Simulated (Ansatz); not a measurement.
# TiO2: the cost of one run

Method: DFT PBE+U, PAW, plane waves, scalar-relativistic; U − J = 6.3 eV on Ti d, in Ansatz 0.2.0.

### 1 Starting point

Symmetry: P4_2/mnm, No. 136, tetragonal system. The conventional cell has a = 4.603 Å, b = 4.603 Å, c = 2.966 Å, α = 90.00°, β = 90.00°, γ = 90.00°. Around Ti (site symmetry mmm) lie 6 O at 1.95 to 1.98 Å. Around O (site symmetry m2m) lie 3 Ti at 1.95 to 1.98 Å.

As a file:

```
CELL_PARAMETERS angstrom
4.60300 0.00000 0.00000
0.00000 4.60300 0.00000
0.00000 0.00000 2.96600
ATOMIC_POSITIONS crystal
Ti 0.00000 0.00000 0.00000
Ti 0.50000 0.50000 0.50000
O 0.30450 0.30450 0.00000
O 0.19550 0.80450 0.50000
O 0.69550 0.69550 0.00000
O 0.80450 0.19550 0.50000
```

In tables a label like O6 counts atoms in the order of input.yaml; a structure file may count by element.

Each fixed run starts with its moment spread in parallel over the d and f atoms; the search for lower states is off.

Site moments are integrals over atomic spheres and don't add up to the total.

### 2 Parallel moments, free total moment

input.yaml

```yaml
crystal:
  lattice:
    - [4.603, 0.0, 0.0]
    - [0.0, 4.603, 0.0]
    - [0.0, 0.0, 2.966]
  atoms:
    - { symbol: Ti, position: [0.0, 0.0, 0.0], spin: 1.0 }
    - { symbol: Ti, position: [0.5, 0.5, 0.5], spin: 1.0 }
    - { symbol: O, position: [0.3045, 0.3045, 0.0] }
    - { symbol: O, position: [0.1955, 0.8045, 0.5] }
    - { symbol: O, position: [0.6955, 0.6955, 0.0] }
    - { symbol: O, position: [0.8045, 0.1955, 0.5] }
magnetization:
  spin_polarized: true
hamiltonian:
  xc: pbe
  pseudopotentials: { kind: paw }
  hubbard: { sites: [{ species: Ti, l: d, u_eff: 6.3 }] }
basis:
  ecutwfc: 420
kpoints:
  mp_grid: { grid: [5, 5, 7] }
scf:
  occupations: { method: fermi_dirac, width: 0.05 }
  lower_state_search: "off"
output:
  forces: true
  stress: true
```

Run with:

```
$ ansatz run input.yaml --threads 2 --pin off --max-ram 5120MiB --backend cpu --events-out ev --progress --plain --runs-dir out
```

What time and memory should one allow on 2 threads of Arm Neoverse V1, shared host?

About 5.5 s, with a peak of 0.41 GiB.
